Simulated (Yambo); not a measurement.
# Ag (Fm-3m) in Yambo: notebook

The runs below take Ag through optical spectrum, energy-loss spectrum, with PBE, PBEsol.

All numbers are computed with Yambo 5.3.0; they aren't measurements. Logs are shortened: lines on timing, memory, paths and dates and some standing lists are left out, and cuts for length are marked.

## (1) The crystal as given

It takes space group Fm-3m (No. 225, cubic). Conventional cell: a = 4.085 Å, b = 4.085 Å, c = 4.085 Å, α = 90.00°, β = 90.00°, γ = 90.00°. Around Ag (site symmetry m-3m) lie 12 Ag at 2.89 Å.

## (2) Optical spectrum, PBE

Input file optics9.in:

```
optics
chi
Chimod= "HARTREE"
% BndsRnXd
 1 | 35 |
%
NGsBlkXd= 4 Ry
% LongDrXd
 0 | 1 | 0 |
%
% QpntsRXd
 1 | 1 |
%
% EnRngeXd
 0 | 10 | eV
%
% DmRngeXd
 0.05 | 0.05 | eV
%
ETStpsXd= 150
```

Input file scf.in:

```
&CONTROL
  calculation = 'scf'
  prefix = 'pwscf'
  outdir = './tmp'
  pseudo_dir = './pseudo'
/
&SYSTEM
  ibrav = 0
  nat = 1
  ntyp = 1
  ecutwfc = 82
  nbnd = 16
  occupations = 'smearing'
  smearing = 'fd'
  degauss = 0.00367493
  force_symmorphic = .true.
/
&ELECTRONS
  conv_thr = 2d-10
  electron_maxstep = 120
  mixing_beta = 0.5
/
ATOMIC_SPECIES
Ag   107.8682 Ag.upf
CELL_PARAMETERS angstrom
   0.0000000000    2.0427500000    2.0427500000
   2.0427500000    0.0000000000    2.0427500000
   2.0427500000    2.0427500000    0.0000000000
ATOMIC_POSITIONS crystal
Ag     0.0000000000    0.0000000000    0.0000000000
K_POINTS automatic
12 12 12 0 0 0
```

Input file nscf.in:

```
&CONTROL
  calculation = 'nscf'
  prefix = 'pwscf'
  outdir = './tmp'
  pseudo_dir = './pseudo'
/
&SYSTEM
  ibrav = 0
  nat = 1
  ntyp = 1
  ecutwfc = 82
  nbnd = 130
  occupations = 'smearing'
  smearing = 'fd'
  degauss = 0.00367493
  force_symmorphic = .true.
/
&ELECTRONS
  conv_thr = 1d-08
  diago_full_acc = .true.
  diago_thr_init = 1d-06
/
ATOMIC_SPECIES
Ag   107.8682 Ag.upf
CELL_PARAMETERS angstrom
   0.0000000000    2.0427500000    2.0427500000
   2.0427500000    0.0000000000    2.0427500000
   2.0427500000    2.0427500000    0.0000000000
ATOMIC_POSITIONS crystal
Ag     0.0000000000    0.0000000000    0.0000000000
K_POINTS automatic
6 6 6 0 0 0
```

Potentials or basis: PseudoDojo 0.4.1 SR PBE standard.

Run with:

```console
$ OMP_NUM_THREADS=1 pw.x -in scf.in > scf.out
$ OMP_NUM_THREADS=1 pw.x -in nscf.in > nscf.out
$ cd tmp/pwscf.save; p2y; mv SAVE ../..; cd ../..
$ OMP_NUM_THREADS=1 yambo
$ OMP_NUM_THREADS=1 yambo -F optics9.in -J optics9 -C optics9_out
```

Yambo's report:

```text
[... sections 02.01 to 02.04 as in the set-up run ...]

  [02.05] Energies & Occupations
  ==============================

  [X] === General ===
  [X] Electronic Temperature                        :  0.258606E-1   300.100    [eV K]
  [X] Bosonic    Temperature                        :  0.258606E-1   300.100    [eV K]
  [X] Finite Temperature mode                       : yes
  [X] El. density                                   :  0.11145E+25 [cm-3]
  [X] Fermi Level                                   :  17.26538 [eV]

  [X] === Gaps and Widths ===
  [X] Conduction Band Min                           :  17.26538 [eV]
  [X] Valence Band Max                              :  17.26538 [eV]
  [X] Filled Bands                                  :   9
  [X] Metallic Bands                                :  10  10
  [X] Empty Bands                                   :   11  130

  [X] === Metallic Characters ===
  [X] N of el / N of met el                         :  19.00000   1.20311
  [X] Average metallic occ.                         :  0.300777

  [WARNING] [X] Metallic system

 [03] Transferred momenta grid and indexing
 ==========================================

 IBZ Q-points                                      :  16
 BZ  Q-points                                      :  216

 K/Q-points units:
 rlu = crystal or reduced units; cc = cartesian coordinates; iku = interal k-units

 Q [ 1]         [rlu]:  0.000000  0.000000  0.000000
 Q [ 2]         [rlu]: -0.76284E-18 -0.76284E-18  0.16667
 Q [ 3]         [rlu]: -0.78748E-17 -0.78748E-17  0.33333
 Q [ 4]         [rlu]: -0.50048E-16  0.54631E-17 -0.50000
 Q [ 5]         [rlu]: -0.14795E-16  0.16667      0.16667
 Q [ 6]         [rlu]: -0.76284E-18  0.16667      0.33333
 Q [ 7]         [rlu]:  0.71825E-17  0.16667      0.50000
 Q [ 8]         [rlu]:  0.54631E-17  0.16667     -0.33333
 Q [ 9]         [rlu]:  0.35630E-16  0.16667     -0.16667
 Q [10]         [rlu]: -0.29591E-16  0.33333      0.33333
 Q [11]         [rlu]:  0.42050E-16  0.33333      0.50000
 Q [12]         [rlu]:  0.71261E-16  0.33333     -0.33333
 Q [13]         [rlu]: -0.67709E-17 -0.50000     -0.50000
 Q [14]         [rlu]:  0.166667  0.333333  0.500000
 Q [15]         [rlu]:  0.166667  0.333333 -0.333333
 Q [16]         [rlu]:  0.166667 -0.500000 -0.333333

 [WARNING] [Xd] User bands 1-35 break level degeneracy

 [04] Dipoles
 ============

  [04.01] Setup: observables and procedures
  =========================================

  [WF-Oscillators/G space/Transverse up loader] Normalization (few states)  min/max  :  0.27014E-16   1.0000

  [WR./optics9//ndb.dipoles]------------------------------------------------------
   Brillouin Zone Q/K grids (IBZ/BZ)                :   16  216   16  216
   RL vectors                                       :  1989 [WF]
   Fragmentation                                    : yes
   Electronic Temperature                           :  300.1000 [K]
   Bosonic    Temperature                           :  300.1000 [K]
   DIP band range                                   :    1   35
   DIP band range limits                            :  10  10
   DIP e/h energy range                             : -1.000000 -1.000000 [eV]
   RL vectors in the sum                            :  1989
   [r,Vnl] included                                 : yes
   Bands ordered                                    : yes
   Direct v evaluation                              : no
   Approach used                                    : G-space v
   Dipoles computed                                 : R V P [G-space]
   Wavefunctions                                    : Perdew, Burke & Ernzerhof(X)+Perdew, Burke & Ernzerhof(C)

  [WARNING] [r,Vnl^pseudo] included in position and velocity dipoles.

  [WARNING] In case H contains other non local terms, these are neglected

 [05] Optics
 ===========

 [X-CG] R(p) Tot o/o(of R):    3021   52936     100

 [WARNING] The system is a metal but Drude term not included.
```

o-optics9.eps_q1_inv_rpa_dyson:

```text
# Absorption @ Q(1):   0.00000000      1.00000000      0.00000000    [q->0 direction]
#
# [ X ] Hartree size                              :  27
# [GEN] GF Energies                               : Perdew, Burke & Ernzerhof(X)+Perdew, Burke & Ernzerhof(C)
# [GEN] Green`s Function                          : Retarded
#
# [GEN] Gauge                                     : Length
# [GEN] [r,Vnl] included                          : yes
#
#    E[1] [eV]          Im(eps)            Re(eps)            Im(eps_o)          Re(eps_o)
#
        0.000000          -0.222389E-8        5.287135           0.29563E-16        5.511782
        0.067114           0.001185           5.287929           0.001204           5.512589
        0.134228           0.002375           5.290316           0.002412           5.515014
        0.201342           0.003573           5.294304           0.003629           5.519064
        0.268456           0.004783           5.299907           0.004859           5.524755
        0.335570           0.006011           5.307145           0.006106           5.532107
[... 142 lines left out ...]
        9.932886           1.892118           0.659789           1.853467           1.240462
        10.00000           1.931066           0.261711           2.134270           0.488920
#
```

Wall time 40 s (1 thread of Arm Neoverse V1, shared host); peak memory 0.28 GiB.

Results:

```yaml
Band_gap_on_the_k_mesh_mean-field_level: none (metal or under the smearing width)
```

Dielectric function (along the field direction of the input):
| energy (eV) | real part | imaginary part |
| --- | --- | --- |
| 0.27 | 5.30 | 0.00 |
| 0.47 | 5.33 | 0.01 |
| 0.74 | 5.39 | 0.01 |
| 1.01 | 5.48 | 0.02 |
| 1.21 | 5.57 | 0.03 |
| 1.48 | 5.74 | 0.04 |
| 1.74 | 5.96 | 0.05 |
| 2.01 | 6.27 | 0.07 |
| 2.21 | 6.59 | 0.09 |
| 2.48 | 7.19 | 0.14 |
| 2.75 | 8.18 | 0.25 |
| 2.95 | 9.57 | 0.51 |
| 3.22 | 10.55 | 4.44 |
| 3.49 | 15.45 | 20.94 |
| 3.76 | 6.37 | 2.28 |
| 3.96 | 19.01 | 11.26 |
| 4.23 | -6.96 | 7.08 |
| 4.50 | -2.69 | 1.85 |
| 4.70 | 0.61 | 4.14 |
| 4.97 | 1.57 | 5.28 |
| 5.23 | 0.21 | 1.91 |
| 5.50 | 0.93 | 0.38 |
| 5.70 | 1.21 | 0.47 |
| 5.97 | 2.44 | 0.21 |
| 6.24 | 3.71 | 0.31 |
| 6.44 | 5.58 | 0.82 |
| 6.71 | 0.19 | 10.22 |
| 6.98 | 1.46 | 3.63 |
| 7.25 | 0.14 | 1.20 |
| 7.45 | 0.82 | 1.83 |
| 7.72 | -0.62 | 2.65 |
| 7.99 | 1.66 | 0.46 |
| 8.19 | 2.94 | 1.43 |
| 8.46 | 1.20 | 0.58 |
| 8.72 | 3.82 | 0.99 |
| 8.99 | 3.10 | 2.10 |
| 9.19 | -1.80 | 2.88 |
| 9.46 | 1.34 | 0.36 |
| 9.73 | 3.89 | 1.86 |
| 10.00 | 0.26 | 1.93 |

Caveat: the k mesh is coarse (spacing up to 0.44 Å⁻¹), so the values aren't converged; the intraband (Drude) term of the metal is left out; spectra need much finer meshes, so this one isn't converged; these spectra lack excitons.

## (3) Energy-loss spectrum, PBE

Input file eels10.in:

```
optics
chi
Chimod= "HARTREE"
% BndsRnXd
 1 | 35 |
%
NGsBlkXd= 2 Ry
% LongDrXd
 1 | 1 | 1 |
%
% QpntsRXd
 2 | 2 |
%
% EnRngeXd
 0 | 40 | eV
%
% DmRngeXd
 0.5 | 0.5 | eV
%
ETStpsXd= 200
```

scf.in is that of step 2.

nscf.in is that of step 2.

Potentials or basis: PseudoDojo 0.4.1 SR PBE standard.

Run with:

```console
$ OMP_NUM_THREADS=1 pw.x -in scf.in > scf.out
$ OMP_NUM_THREADS=1 pw.x -in nscf.in > nscf.out
$ cd tmp/pwscf.save; p2y; mv SAVE ../..; cd ../..
$ OMP_NUM_THREADS=1 yambo
$ OMP_NUM_THREADS=1 yambo -F eels10.in -J eels10 -C eels10_out
```

Yambo's report:

```text
[... sections 02.01 to 02.04 as in the set-up run ...]

  [02.05] Energies & Occupations
  ==============================

  [X] === General ===
  [X] Electronic Temperature                        :  0.258606E-1   300.100    [eV K]
  [X] Bosonic    Temperature                        :  0.258606E-1   300.100    [eV K]
  [X] Finite Temperature mode                       : yes
  [X] El. density                                   :  0.11145E+25 [cm-3]
  [X] Fermi Level                                   :  17.26538 [eV]

  [X] === Gaps and Widths ===
  [X] Conduction Band Min                           :  17.26538 [eV]
  [X] Valence Band Max                              :  17.26538 [eV]
  [X] Filled Bands                                  :   9
  [X] Metallic Bands                                :  10  10
  [X] Empty Bands                                   :   11  130

  [X] === Metallic Characters ===
  [X] N of el / N of met el                         :  19.00000   1.20311
  [X] Average metallic occ.                         :  0.300777

  [WARNING] [X] Metallic system

 [03] Transferred momenta grid and indexing
 ==========================================

 IBZ Q-points                                      :  16
 BZ  Q-points                                      :  216

 K/Q-points units:
 rlu = crystal or reduced units; cc = cartesian coordinates; iku = interal k-units

 Q [ 1]         [rlu]:  0.000000  0.000000  0.000000
 Q [ 2]         [rlu]: -0.76284E-18 -0.76284E-18  0.16667
 Q [ 3]         [rlu]: -0.78748E-17 -0.78748E-17  0.33333
 Q [ 4]         [rlu]: -0.50048E-16  0.54631E-17 -0.50000
 Q [ 5]         [rlu]: -0.14795E-16  0.16667      0.16667
 Q [ 6]         [rlu]: -0.76284E-18  0.16667      0.33333
 Q [ 7]         [rlu]:  0.71825E-17  0.16667      0.50000
 Q [ 8]         [rlu]:  0.54631E-17  0.16667     -0.33333
 Q [ 9]         [rlu]:  0.35630E-16  0.16667     -0.16667
 Q [10]         [rlu]: -0.29591E-16  0.33333      0.33333
 Q [11]         [rlu]:  0.42050E-16  0.33333      0.50000
 Q [12]         [rlu]:  0.71261E-16  0.33333     -0.33333
 Q [13]         [rlu]: -0.67709E-17 -0.50000     -0.50000
 Q [14]         [rlu]:  0.166667  0.333333  0.500000
 Q [15]         [rlu]:  0.166667  0.333333 -0.333333
 Q [16]         [rlu]:  0.166667 -0.500000 -0.333333

 [WARNING] [Xd] User bands 1-35 break level degeneracy

 [04] Optics
 ===========

 [WF-X loader] Normalization (few states)  min/max  :  0.11512E-16   1.0000

 [X-CG] R(p) Tot o/o(of R):   10474   52942     100
```

It took 44 s on 1 thread of Arm Neoverse V1, shared host; peak memory 0.28 GiB.

Results:

* Band gap on the k mesh, mean-field level: none (metal or under the smearing width)
* Peak of the energy-loss function: 24.9 eV

Energy-loss function at q = [0.0, 0.0, 0.16667] (reciprocal lattice):
```tsv
energy (eV)	loss
0.0	0.000
1.8	0.073
3.4	0.058
5.2	0.141
7.0	0.299
8.6	0.386
10.5	0.438
12.3	0.400
13.9	0.433
15.7	0.529
17.5	0.591
19.1	0.605
20.9	0.471
22.5	0.839
24.3	0.810
26.1	0.721
27.7	0.557
29.5	0.626
31.4	0.553
33.0	0.594
34.8	0.611
36.6	0.517
38.2	0.477
40.0	0.471
```

Caveat: the k mesh is coarse (spacing up to 0.44 Å⁻¹), so the values aren't converged; loss spectra need finer meshes, so the fine structure isn't converged.

## (4) Optical spectrum, PBEsol (volume scaled by 1.04)

Input file optics0.in:

```
optics
chi
Chimod= "IP"
% BndsRnXd
 1 | 35 |
%
% LongDrXd
 1 | 1 | 0 |
%
% QpntsRXd
 1 | 1 |
%
% EnRngeXd
 0 | 15 | eV
%
% DmRngeXd
 0.1 | 0.1 | eV
%
ETStpsXd= 150
```

Edit scf.in of step 3 so:

```diff
@@ -25,5 +25,5 @@
 CELL_PARAMETERS angstrom
-   0.0000000000    2.0427500000    2.0427500000
-   2.0427500000    0.0000000000    2.0427500000
-   2.0427500000    2.0427500000    0.0000000000
+   0.0000000000    2.0696313722    2.0696313722
+   2.0696313722    0.0000000000    2.0696313722
+   2.0696313722    2.0696313722    0.0000000000
 ATOMIC_POSITIONS crystal
@@ -31,2 +31,2 @@
 K_POINTS automatic
-12 12 12 0 0 0
+14 14 14 0 0 0
```

Edit nscf.in of step 3 so:

```diff
@@ -11,3 +11,3 @@
   ecutwfc = 82
-  nbnd = 130
+  nbnd = 35
   occupations = 'smearing'
@@ -25,5 +25,5 @@
 CELL_PARAMETERS angstrom
-   0.0000000000    2.0427500000    2.0427500000
-   2.0427500000    0.0000000000    2.0427500000
-   2.0427500000    2.0427500000    0.0000000000
+   0.0000000000    2.0696313722    2.0696313722
+   2.0696313722    0.0000000000    2.0696313722
+   2.0696313722    2.0696313722    0.0000000000
 ATOMIC_POSITIONS crystal
@@ -31,2 +31,2 @@
 K_POINTS automatic
-6 6 6 0 0 0
+14 14 14 0 0 0
```

Potentials or basis: PseudoDojo 0.4.1 SR PBEsol standard.

Run with:

```console
$ OMP_NUM_THREADS=1 pw.x -in scf.in > scf.out
$ OMP_NUM_THREADS=1 pw.x -in nscf.in > nscf.out
$ cd tmp/pwscf.save; p2y; mv SAVE ../..; cd ../..
$ OMP_NUM_THREADS=1 yambo
$ OMP_NUM_THREADS=1 yambo -F optics0.in -J optics0 -C optics0_out
```

Yambo's report:

```text
[... sections 02.01 to 02.04 as in the set-up run ...]

  [02.05] Energies & Occupations
  ==============================

  [X] === General ===
  [X] Electronic Temperature                        :  0.258606E-1   300.100    [eV K]
  [X] Bosonic    Temperature                        :  0.258606E-1   300.100    [eV K]
  [X] Finite Temperature mode                       : yes
  [X] El. density                                   :  0.10716E+25 [cm-3]
  [X] Fermi Level                                   :  16.29417 [eV]

  [X] === Gaps and Widths ===
  [X] Conduction Band Min                           :  16.29417 [eV]
  [X] Valence Band Max                              :  16.29417 [eV]
  [X] Filled Bands                                  :   9
  [X] Metallic Bands                                :  10  10
  [X] Empty Bands                                   :   11   35

  [X] === Metallic Characters ===
  [X] N of el / N of met el                         :  19.00000   1.11476
  [X] Average metallic occ.                         :  0.278690

  [WARNING] [X] Metallic system

 [03] Transferred momenta grid and indexing
 ==========================================

 IBZ Q-points                                      :  104
 BZ  Q-points                                      :  2744

 K/Q-points units:
 rlu = crystal or reduced units; cc = cartesian coordinates; iku = interal k-units

 Q [  1]        [rlu]:  0.000000  0.000000  0.000000
 Q [  2]        [rlu]: -0.11504E-17 -0.11504E-17  0.71429E-01
 Q [  3]        [rlu]:  0.47791E-17  0.47791E-17  0.14286
 Q [  4]        [rlu]:  0.16473E-17  0.16473E-17  0.21429
 Q [  5]        [rlu]:  0.95582E-17  0.95582E-17  0.28571
 Q [  6]        [rlu]:  0.40980E-16  0.40980E-16  0.35714
[... 42 lines left out ...]
 Q [ 49]        [rlu]: -0.61218E-17  0.35714      0.35714
 Q [ 50]        [rlu]: -0.99297E-17  0.35714      0.42857

 Remaining 54 points informations can be written running with -fatlog

 [04] Dipoles
 ============

  [04.01] Setup: observables and procedures
  =========================================

  [WF-Oscillators/G space/Transverse up loader] Normalization (few states)  min/max  :  0.32186E-16   1.0000

  [WR./optics0//ndb.dipoles]------------------------------------------------------
   Brillouin Zone Q/K grids (IBZ/BZ)                :   104  2744   104  2744
   RL vectors                                       :  2085 [WF]
   Fragmentation                                    : yes
   Electronic Temperature                           :  300.1000 [K]
   Bosonic    Temperature                           :  300.1000 [K]
   DIP band range                                   :    1   35
   DIP band range limits                            :  10  10
   DIP e/h energy range                             : -1.000000 -1.000000 [eV]
   RL vectors in the sum                            :  2085
   [r,Vnl] included                                 : yes
   Bands ordered                                    : yes
   Direct v evaluation                              : no
   Approach used                                    : G-space v
   Dipoles computed                                 : R V P [G-space]
   Wavefunctions                                    : Perdew, Burke & Ernzerhof SOL(X)+Perdew, Burke & Ernzerhof SOL(C)

  [WARNING] [r,Vnl^pseudo] included in position and velocity dipoles.

  [WARNING] In case H contains other non local terms, these are neglected

 [05] Optics
 ===========

 [X-CG] R(p) Tot o/o(of R):    22368   670488      100

 [WARNING] The system is a metal but Drude term not included.
```

Run time: 52 s. Hardware: 1 thread of Arm Neoverse V1, shared host; peak memory 0.29 GiB.

Results:

- Band gap on the k mesh, mean-field level: none (metal or under the smearing width)

Dielectric function (along the field direction of the input):
```
energy (eV)  real part  imaginary part
       0.30       5.13            0.01
       0.81       5.22            0.03
       1.31       5.42            0.05
       1.81       5.80            0.10
       2.32       6.57            0.24
       2.82       8.18            2.14
       3.32       6.26            4.13
       3.83       3.06            4.97
       4.33       4.04            5.97
       4.83       2.68            3.71
       5.34       0.81            2.27
       5.84       2.09            3.37
       6.34       1.73            2.71
       6.85       1.81            1.57
       7.35       2.32            1.67
       7.85       2.09            2.76
       8.36       2.13            1.63
       8.86       1.22            1.49
       9.36       2.27            2.25
       9.87       1.68            2.28
      10.37       1.80            1.72
      10.87       2.05            1.48
      11.38       2.32            1.97
      11.88       1.89            1.83
      12.38       2.01            1.93
      12.89       1.43            2.14
      13.39       1.68            1.88
      13.89       1.22            2.10
      14.40       1.03            1.57
      15.00       0.80            1.65
```

Caveat: the intraband (Drude) term of the metal is left out; independent-particle spectra lack excitons.

(Continued in part 2 of 2.)
